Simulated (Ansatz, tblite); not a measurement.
# Ge(CF3)2H2 (C₂H₂F₆Ge): spin states and exact exchange

Is the singlet the ground state of Ge(CF3)2H2 (C₂H₂F₆Ge)? Other spin states are computed and compared level by level.

The runs use Ansatz 0.2.0, Gaussian basis; as each input shows.

Levels to be run: triplet, at the geometry of the singlet (GFN1-xTB, GFN2-xTB, PBE0-D4/def2-TZVP, PBE-D4/def2-TZVP, r2SCAN-D4/def2-TZVP); the singlet's energies come from earlier runs.

3 further runs of the same task are left out: 1 that didn't finish, 2 set aside as unsound or not needed.

## (1) The geometry

The singlet was relaxed beforehand with r2SCAN-D4/def2-SVP.

11 atoms, charge 0, spin multiplicity 1.

Bond lengths: Ge1–C2 1.991 Å, Ge1–C6 1.991 Å, Ge1–H10 1.527 Å, Ge1–H11 1.527 Å, C2–F3 1.347 Å, C2–F4 1.345 Å, C2–F5 1.345 Å, C6–F7 1.345 Å, C6–F8 1.345 Å, C6–F9 1.347 Å. Angles: C2–Ge1–C6 106.2°, C2–Ge1–H10 109.2°, C2–Ge1–H11 109.2°, C6–Ge1–H10 109.1°, C6–Ge1–H11 109.2°, H10–Ge1–H11 113.8°, Ge1–C2–F3 111.1°, Ge1–C2–F4 111.4°, Ge1–C2–F5 111.5°, F3–C2–F4 107.6°, F3–C2–F5 107.5°, F4–C2–F5 107.6°, Ge1–C6–F7 111.4°, Ge1–C6–F8 111.5°, Ge1–C6–F9 111.1°, F7–C6–F8 107.6°, F7–C6–F9 107.5°, F8–C6–F9 107.5°.

## (2) Triplet at the fixed geometry, GFN1-xTB

Tight binding, by tblite at 300 K electronic temperature and without a spin-polarisation term:

```python
tblite.interface.Calculator('GFN1-xTB', numbers, positions, charge=0, uhf=2).singlepoint()
```

Energy -1022.7979 eV; 0.008 s.

## (3) Triplet at the fixed geometry, GFN2-xTB

Tight binding, by tblite at 300 K electronic temperature and without a spin-polarisation term:

```python
tblite.interface.Calculator('GFN2-xTB', numbers, positions, charge=0, uhf=2).singlepoint()
```

Energy -961.0518 eV; 0.008 s.

## (4) Triplet at the fixed geometry, PBE0-D4/def2-TZVP

Contents of in.yaml:

```yaml
crystal:
  periodic: [false, false, false]
  atoms:
    - {symbol: Ge, position_ang: [-0.715657, 0.010806, -0.507762]}
    - {symbol: C, position_ang: [-0.661336, -0.017766, 1.482494]}
    - {symbol: F, position_ang: [-1.896525, 0.114311, 2.003804]}
    - {symbol: F, position_ang: [0.092551, 0.985305, 1.966295]}
    - {symbol: F, position_ang: [-0.147959, -1.171060, 1.945856]}
    - {symbol: C, position_ang: [1.180841, 0.008998, -1.113768]}
    - {symbol: F, position_ang: [1.844786, -1.063263, -0.646101]}
    - {symbol: F, position_ang: [1.833495, 1.106141, -0.691686]}
    - {symbol: F, position_ang: [1.260921, -0.018379, -2.458238]}
    - {symbol: H, position_ang: [-1.386367, 1.301025, -0.972588]}
    - {symbol: H, position_ang: [-1.404750, -1.256116, -1.008296]}
basis:
  gaussian: {orbitals: def2-TZVP}
magnetization: {spin_polarized: true, initial_magnetization: 2}
hamiltonian: {xc: pbe0, dispersion: d4}
scf: {omitted_lower_state_checks: [starts]}
output: {orbitals: {seedname: orbitals}}
```

Launch:

```
ansatz run in.yaml --threads 4 --pin off --events-out ev --progress --plain --max-ram 4787MiB
```

The log of the run:

```text
Functional definition: PBE0
  name "PBE0"
  cite "Adamo & Barone, J. Chem. Phys. 110, 6158 (1999) doi:10.1063/1.478522"
  cite "Perdew, Burke & Ernzerhof, Phys. Rev. Lett. 77, 3865 (1996) doi:10.1103/PhysRevLett.77.3865"
  parent pbe
  parameter a = 0.25
  parameter kappa = 0.804
  parameter beta = 0.06672455060314922
  exchange = (1 - a)*pbe_x(kappa = kappa, mu = beta*pi^2/3) + a*exact_x
  correlation = pbe_c(beta = beta)
these checks for a lower state are left out or cut short: starts
1785 factors; their error is unknown
mean field evaluation 1: about -74898.0971 eV, gradient 3.4e1 eV
mean field evaluation 2: about -74894.9003 eV, gradient 4.9e1 eV
mean field evaluation 4: about -74901.1153 eV, gradient 1.0e0 eV
mean field evaluation 8: about -74901.1147 eV, gradient 1.7e-1 eV
mean field evaluation 16: about -74901.4489 eV, gradient 4.9e-3 eV
mean field evaluation 32: about -74901.4489 eV, gradient 4.6e-4 eV
mean field -74901.44888097 eV, -2752.5774763501 hartree, gradient 5.3e-6 eV, S^2 2.017311; 0 other end points of the search recorded, 0 dependent functions left out
reference -74901.44890629 eV, -2752.5774772805 hartree; 51, 49 occupied and 257, 259 virtual orbitals, 1785 factors
Total energy: -74901.66802696 eV, -2752.5855298169 hartree
Checks for a lower state left out: starts
```

It took 79 s on 4 threads of Arm Neoverse V2, shared host; peak memory 1.5 GiB.

From the report: HOMO -2.15 eV, LUMO -7.79 eV (over both spins; with the spin held, an empty level of the minority spin lies below the top filled one); ⟨S²⟩ 2.017 (pure: 2.00).

## (5) Triplet at the fixed geometry, PBE-D4/def2-TZVP

start.molden holds the orbitals of an earlier run on this state, given as this run's starting guess.

in.yaml: that of step 4 with these lines changed.

```diff
@@ -15,5 +15,5 @@
 basis:
-  gaussian: {orbitals: def2-TZVP}
+  gaussian: {orbitals: def2-TZVP, initial_orbitals: start.molden}
 magnetization: {spin_polarized: true, initial_magnetization: 2}
-hamiltonian: {xc: pbe0, dispersion: d4}
+hamiltonian: {xc: pbe, dispersion: d4}
 scf: {omitted_lower_state_checks: [starts]}
```

Same command.

The log of the run:

```text
Functional definition: PBE
  name "PBE"
  cite "Perdew, Burke & Ernzerhof, Phys. Rev. Lett. 77, 3865 (1996) doi:10.1103/PhysRevLett.77.3865"
  parent pbe
  parameter kappa = 0.804
  parameter beta = 0.06672455060314922
  exchange = pbe_x(kappa = kappa, mu = beta*pi^2/3)
  correlation = pbe_c(beta = beta)
these checks for a lower state are left out or cut short: starts
1742 factors; their error is unknown
mean field evaluation 1: about -74900.4554 eV, gradient 1.2e1 eV
mean field evaluation 2: about -74900.7618 eV, gradient 3.6e-1 eV
mean field evaluation 4: about -74900.7263 eV, gradient 2.7e-1 eV
mean field evaluation 8: about -74900.7264 eV, gradient 8.3e-5 eV
mean field evaluation 16: about -74900.7264 eV, gradient 1.4e-6 eV
mean field -74900.72642595 eV, -2752.5509266180 hartree, gradient 1.4e-6 eV, S^2 2.006284; 0 other end points of the search recorded, 0 dependent functions left out
reference -74900.72646038 eV, -2752.5509278832 hartree; 51, 49 occupied and 257, 259 virtual orbitals, 1742 factors
Total energy: -74900.98507019 eV, -2752.5604316184 hartree
Checks for a lower state left out: starts
```

Run time: 10 s. Hardware: 4 threads of Arm Neoverse V2, shared host.

Report: HOMO -1.23 eV, LUMO -8.17 eV (over both spins; with the spin held, an empty level of the minority spin lies below the top filled one); ⟨S²⟩ 2.006 (pure: 2.00).

## (6) Triplet at the fixed geometry, r2SCAN-D4/def2-TZVP

in.yaml: that of step 5 with these lines changed.

```diff
@@ -17,3 +17,3 @@
 magnetization: {spin_polarized: true, initial_magnetization: 2}
-hamiltonian: {xc: pbe, dispersion: d4}
+hamiltonian: {xc: r2scan, dispersion: d4}
 scf: {omitted_lower_state_checks: [starts]}
```

The command is unchanged.

The log of the run (excerpt; [...] marks lines left out):

```text
Functional definition: r2SCAN
  name "r2SCAN"
  cite "Furness, Kaplan, Ning, Perdew & Sun, J. Phys. Chem. Lett. 11, 8208 (2020) doi:10.1021/acs.jpclett.0c02405"
  cite "Furness, Kaplan, Ning, Perdew & Sun, J. Phys. Chem. Lett. 11, 9248 (2020) doi:10.1021/acs.jpclett.0c03077"
  parent r2scan
[...]
1742 factors; their error is unknown
[...]
mean field -74918.93463332 eV, -2753.2200658965 hartree, gradient 1.3e-5 eV, S^2 2.016303; 0 other end points of the search recorded, 0 dependent functions left out
reference -74918.93464385 eV, -2753.2200662837 hartree; 51, 49 occupied and 257, 259 virtual orbitals, 1742 factors
Total energy: -74919.00056235 eV, -2753.2224887440 hartree
Checks for a lower state left out: starts
```

Run time: 35 s. Hardware: 4 threads of Arm Neoverse V2, shared host; peak memory 1.3 GiB.

From the report: HOMO -1.47 eV, LUMO -8.27 eV (over both spins; with the spin held, an empty level of the minority spin lies below the top filled one); ⟨S²⟩ 2.016 (pure: 2.00).

## (7) Triplet less singlet, vertical

The singlet's energies are those of its earlier runs, whose logs aren't repeated here.

| level | triplet less singlet, vertical (kcal/mol) | time |
| --- | --- | --- |
| GFN1-xTB | +164.7 | 0.014 s |
| GFN2-xTB | +191.9 | 0.013 s |
| PBE-D4/def2-TZVP | +163.2 | 13 s |
| r2SCAN-D4/def2-TZVP | +167.4 | 42 s |
| PBE0-D4/def2-TZVP | +176.6 | 85 s |

Times add the two runs; a level without a time comes out of a correlated run. Tight binding without a spin term can't rank spin states.

## (8) Summary of results

| quantity | value |
| --- | --- |
| triplet less singlet, vertical, functionals in def2-TZVP | +163.2 (PBE-D4) to +176.6 kcal/mol (PBE0-D4) |

All functionals put the triplet above the singlet, over a spread of 13.4 kcal/mol. The checks for a lower triplet were left out, so another state of that spin may lie lower. These are electronic energies, without zero-point motion, entropy or surroundings.
